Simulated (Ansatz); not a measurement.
# Y3Cl: the cost of one run

Method: DFT PBE, scalar-relativistic, plane waves, PAW, in Ansatz 0.2.0.

## 1. The system as given

Symmetry: Pm-3m, No. 221, cubic system. Conventional cell: a = 4.697 Å, b = 4.697 Å, c = 4.697 Å, α = 90.00°, β = 90.00°, γ = 90.00°. Around Y (site symmetry 4/mmm) lie 8 Y at 3.32 Å and 4 Cl at 3.32 Å. Around Cl (site symmetry m-3m) lie 12 Y at 3.32 Å.

Coordinates:

```
Y Cl
1.0
     4.69721    0.00000    0.00000
     0.00000    4.69721    0.00000
     0.00000    0.00000    4.69721
Y Cl
3 1
Direct
  0.00000 0.50000 0.50000
  0.50000 0.00000 0.50000
  0.50000 0.50000 0.00000
  0.00000 0.00000 0.00000
```

This is candidate A: Cu3Au (L1_2) type (Pm-3m, No. 221).

(A quick probe on a coarse mesh, which set the mesh and smearing, is not shown.)

## 3. Rough relaxation on the coarse mesh (candidate A)

input.yaml reads:

```yaml
crystal:
  lattice:
    - [4.6972064886, 0.0, 0.0]
    - [0.0, 4.6972064886, 0.0]
    - [0.0, 0.0, 4.6972064886]
  atoms:
    - { symbol: "Y", position: [0.0, 0.5, 0.5] }
    - { symbol: "Y", position: [0.5, 0.0, 0.5] }
    - { symbol: "Y", position: [0.5, 0.5, 0.0] }
    - { symbol: Cl, position: [0.0, 0.0, 0.0] }
basis:
  ecutwfc: 420
kpoints:
  mp_grid: { grid: [4, 4, 4] }
hamiltonian:
  xc: pbe
scf:
  occupations: { method: gaussian, width: 0.1 }
  lower_state_search: "off"
output:
  forces: true
  stress: true
  eigenvalues: true
relax:
  adjacent_minimum: "off"
  f_tol: 0.04
  max_steps: 70
  cell: { stress_tol: 0.4 }
```

The run is started by

```bash
$ ansatz run input.yaml --threads 1 --pin off --max-ram 2560MiB --backend cpu --events-out ev --progress --plain --runs-dir out
```

Q: Estimate wall time and peak memory on 1 thread of Intel Xeon Platinum 8259CL at 2.50GHz (Skylake/Cascade Lake), shared host.

About 7.8 s, with a peak of 0.41 GiB.
